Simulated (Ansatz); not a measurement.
**CH4FGaTe: small, medium and large basis sets**

The task here is to estimate one member of a computed series from the others.

The runs use Ansatz 0.2.0, Gaussian basis; one geometry, several basis sets.

The runs, in order: PBE0-D4/def2-SVP; ωB97M-V/def2-SVP; PBE0-D4/def2-QZVPP; ωB97M-V/def2-QZVPP; the functionals' def2-TZVPP values are taken from earlier runs.

## The relaxed structure

All runs share one geometry, relaxed beforehand with PBE0-D4 in a triple-zeta def2 set. Te takes the def2 core potential; no spin-orbit term is included.

SMILES `[CH3][Ga]([F])[TeH]`, 8 atoms, charge 0, spin multiplicity 1.

Atoms are counted from 1 here; the program's logs count them from 0.

Bond lengths: C1–Ga2 1.951 Å, C1–H5 1.092 Å, C1–H6 1.089 Å, C1–H7 1.092 Å, Ga2–F3 1.764 Å, Ga2–Te4 2.510 Å, Te4–H8 1.659 Å. Angles: Ga2–C1–H5 109.2°, Ga2–C1–H6 111.4°, Ga2–C1–H7 109.2°, H5–C1–H6 109.3°, H5–C1–H7 108.2°, H6–C1–H7 109.5°, C1–Ga2–F3 117.4°, C1–Ga2–Te4 132.0°, F3–Ga2–Te4 110.6°, Ga2–Te4–H8 90.2°.

Coordinates:

```
C     0.1343    1.0878   -0.6419
Ga    0.2441   -0.2498    0.7739
F     1.0679    0.2106    2.2641
Te   -0.5912   -2.6126    0.9219
H    -0.4372    1.9453   -0.2812
H    -0.3451    0.6839   -1.5328
H     1.1403    1.4290   -0.8927
H    -1.2130   -2.4941   -0.6113
```

The first run:

File in.yaml:

```yaml
crystal:
  periodic: [false, false, false]
  atoms:
    - {symbol: C, position_ang: [0.134274, 1.087764, -0.641913]}
    - {symbol: Ga, position_ang: [0.244054, -0.249803, 0.773941]}
    - {symbol: F, position_ang: [1.067873, 0.210568, 2.264127]}
    - {symbol: Te, position_ang: [-0.591241, -2.612611, 0.921894]}
    - {symbol: H, position_ang: [-0.437181, 1.945268, -0.281200]}
    - {symbol: H, position_ang: [-0.345127, 0.683860, -1.532809]}
    - {symbol: H, position_ang: [1.140332, 1.429044, -0.892701]}
    - {symbol: H, position_ang: [-1.212985, -2.494089, -0.611349]}
basis:
  gaussian: {orbitals: def2-SVP}
hamiltonian: {xc: pbe0, dispersion: d4}
output: {orbitals: {seedname: orbitals}}
```

Launch:

```bash
$ ansatz run in.yaml --threads 4 --pin off --events-out ev --progress --plain --max-ram 10444MiB
```

Among the steps run: PBE0-D4 in def2-SVP; ωB97M-V in def2-SVP; PBE0-D4 in def2-QZVPP; ωB97M-V in def2-QZVPP.

One table of the session follows, with a row left open; its other results are not shown here.

It belongs to the step «Functionals by basis». 

```
functional       basis  HOMO (eV)
   PBE0-D4    def2-SVP      -6.81
   PBE0-D4  def2-TZVPP      -6.90
   PBE0-D4  def2-QZVPP      -6.92
   ωB97M-V    def2-SVP      -8.84
   ωB97M-V  def2-TZVPP      -8.95
   ωB97M-V  def2-QZVPP          ?
```

**Question.** Estimate the row for ωB97M-V, def2-QZVPP.

As computed: HOMO (eV): -8.97. In the column «HOMO (eV)» it is the lowest.
